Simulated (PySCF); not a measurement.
**One shape, several levels: CH3CuO (SMILES C[O][Cu])**

Aim: a comparison of 4 runs (HF/def2-SVP, PBE0/def2-SVP, B3LYP/6-31G*, MP2/cc-pVTZ) of CH3CuO. The job is set up through a Python script.

The results are computed with PySCF 2.14.0.

1 further run of the same task is left out (set aside as unsound or not needed).

### 1 The system as given

CH3CuO: 6 atoms, total charge 0, spin state singlet. SMILES: `C[O][Cu]`. Geometry: relaxed at PBE0-D4/def2-TZVP.

Bond lengths: C1–O2 1.391 Å, O2–Cu3 1.791 Å, C1–H4 1.101 Å, C1–H5 1.101 Å, C1–H6 1.101 Å. Angles: C1–O2–Cu3 121.0°, O2–C1–H4 113.8°, O2–C1–H5 108.2°, O2–C1–H6 113.8°, H4–C1–H5 106.7°, H4–C1–H6 107.3°, H5–C1–H6 106.7°.

### 2 Energy and gradient at HF/def2-SVP (run 1)

File input.xyz:

```xyz
6
CH3CuO
C      0.449400    -0.190500     0.012000
O     -0.425200     0.803000    -0.416700
Cu    -2.169800     0.732600    -0.018300
H      0.212700    -1.190800    -0.383600
H      1.458600     0.061500    -0.347500
H      0.516500    -0.279900     1.107800
```

File job.py:

```python
import pyscf.grad
from pyscf import gto

molecule = gto.M(
    atom='input.xyz',
    charge=0,
    verbose=4,
    basis='def2-svp',
    spin=0,
    max_memory=1860,
)

mf = molecule.RHF()
mf.conv_tol = 1e-10
mf.kernel()
if not mf.converged:
    mf = mf.newton().run(mf.mo_coeff, mf.mo_occ)

e_final = mf.e_tot
print(f'total energy: {e_final:.8f} hartree')
grad = mf.Gradients().kernel()
dip = mf.dip_moment()
pop, q = mf.mulliken_pop()
```

The run is started by

```
$ OMP_NUM_THREADS=1 python job.py
```

The log of the run:

```text
PySCF version 2.14.0

[... 66 lines left out ...]
converged SCF energy = -1753.04913994936
total energy: -1753.04913995 hartree
[... 12 lines left out ...]
Dipole moment(X, Y, Z, Debye): -5.50380, -0.59728,  1.48593
[... 81 lines left out ...]
charge of    5H =     -0.04392
```

Wall time 5.7 s (1 thread of Intel Xeon at 2.70GHz, shared host); peak memory 0.15 GiB.

### 3 Energy and forces at PBE0/def2-SVP (run 2)

File run.py:

```python
# C[O][Cu]
from pyscf import gto, dft

molecule = gto.M(
    atom='''
C        0.449400      -0.190500       0.012000
O       -0.425200       0.803000      -0.416700
Cu      -2.169800       0.732600      -0.018300
H        0.212700      -1.190800      -0.383600
H        1.458600       0.061500      -0.347500
H        0.516500      -0.279900       1.107800
''',
    basis='def2-svp',
    max_memory=1860,
    charge=0,
    verbose=3,
)

myscf = dft.RKS(molecule, xc='pbe0')
myscf.conv_tol = 1e-10
myscf.grids.level = 5
myscf.kernel()
if not myscf.converged:
    myscf = myscf.newton().run(myscf.mo_coeff, myscf.mo_occ)

energy = myscf.e_tot
print('Final energy', energy)
grad = myscf.nuc_grad_method().kernel()
myscf.analyze()
```

The run is started by

```
$ OMP_NUM_THREADS=1 python run.py
```

The log of the run:

```text
converged SCF energy = -1754.91105520091
[... 12 lines left out ...]
MO #2   energy= -38.9357453358785  occ= 2
[... 8 lines left out ...]
MO #11  energy= -2.8114847454249   occ= 2
[... 8 lines left out ...]
MO #20  energy= -0.277543166302379 occ= 2
[... 8 lines left out ...]
MO #29  energy= 0.176787509269843  occ= 0
[... 8 lines left out ...]
MO #38  energy= 0.704416881336208  occ= 0
[... 8 lines left out ...]
MO #47  energy= 1.33451437326845   occ= 0
[... 8 lines left out ...]
MO #56  energy= 1.92429883179058   occ= 0
[... 8 lines left out ...]
MO #65  energy= 3.14885991821312   occ= 0
[... 8 lines left out ...]
MO #74  energy= 5.85640146943345   occ= 0
[... 7 lines left out ...]
Dipole moment(X, Y, Z, Debye): -3.82956, -0.54488,  1.11289
```

Run time: 23 s. Hardware: 1 thread of Intel Xeon at 2.70GHz, shared host; peak memory 0.72 GiB.

Run 3 isn't shown in full; the table further down has it.

### 4 Energy and gradient at MP2/cc-pVTZ (run 4)

File calc.py:

```python
# C[O][Cu]
import pyscf.grad
from pyscf import gto, mp

mol = gto.M(
    atom='''
C        0.449400      -0.190500       0.012000
O       -0.425200       0.803000      -0.416700
Cu      -2.169800       0.732600      -0.018300
H        0.212700      -1.190800      -0.383600
H        1.458600       0.061500      -0.347500
H        0.516500      -0.279900       1.107800
''',
    basis='cc-pvtz',
    max_memory=1860,
    verbose=4,
)

hf = mol.RHF()
hf.conv_tol = 1e-10
hf.kernel()
if not hf.converged:
    hf = hf.newton().run(hf.mo_coeff, hf.mo_occ)

pt = mp.MP2(hf, frozen=7).run()
e_final = pt.e_tot
print('E = %.10f Eh' % e_final)
grad = pt.Gradients().kernel()
hf.analyze()
```

The run is started by

```
$ OMP_NUM_THREADS=1 python calc.py
```

The log of the run:

```text
PySCF version 2.14.0

[... 97 lines left out ...]
MO #2   energy= -40.8398820389491  occ= 2
[... 20 lines left out ...]
MO #23  energy= -0.346791692292225 occ= 2
[... 20 lines left out ...]
MO #44  energy= 0.689898188507816  occ= 0
[... 20 lines left out ...]
MO #65  energy= 1.55445491508338   occ= 0
[... 20 lines left out ...]
MO #86  energy= 3.17745684279795   occ= 0
[... 20 lines left out ...]
MO #107 energy= 4.07140246276758   occ= 0
[... 20 lines left out ...]
MO #128 energy= 5.33156425374603   occ= 0
[... 20 lines left out ...]
MO #149 energy= 8.63108900164532   occ= 0
[... 20 lines left out ...]
MO #170 energy= 14.7493329003827   occ= 0
[... 179 lines left out ...]
Dipole moment(X, Y, Z, Debye): -5.27507, -0.53784,  1.40303
```

It took 3 min on 1 thread of Intel Xeon at 2.70GHz, shared host; peak memory 3 GiB.

### 5 Overview of the runs

```tsv
run	level	integration grid	Cartesian functions	energy (Eh)	dipole moment (D) of the reference	HOMO energy (eV)	LUMO energy (eV)	wall time
1	HF/def2-SVP	–	no	-1753.049140	5.73	-9.10	0.37	5.7 s
2	PBE0/def2-SVP	5	no	-1754.911055	4.03	-5.74	-2.18	23 s
3	B3LYP/6-31G* (Cartesian functions)	5	yes	-1755.342869	2.82	-5.64	-2.65	24 s
4	MP2/cc-pVTZ	–	no	-1754.794699	5.48	-9.44	-0.05	3 min
```

### 6 Results

| quantity | value |
| --- | --- |
| run 4: total energy | -1754.79470 Eh |
| run 4: dipole moment (Hartree–Fock density) | 5.48 D |
| run 4: HOMO energy (Hartree–Fock orbitals) | -9.44 eV |
| run 4: LUMO energy (Hartree–Fock orbitals) | -0.05 eV |
| run 4: HOMO–LUMO gap (Hartree–Fock orbitals) | 9.39 eV |
| run 4: correlation energy (7 core orbitals frozen) | -1339.9 mEh |
| run 4: largest force on an atom | 1.132 eV/Å |

What this shows: Over runs 1, 2, 3 the dipole moment (its size) runs from 2.82 D (B3LYP/6-31G*) to 5.73 D (HF/def2-SVP). The two ends differ in method and basis. Over runs 1, 2, 3 the HOMO–LUMO gap runs from 2.99 eV (B3LYP/6-31G*) to 9.47 eV (HF/def2-SVP). Totals of different functionals can't be ranked against each other. All runs together took 3.9 min, the longest 3 min.
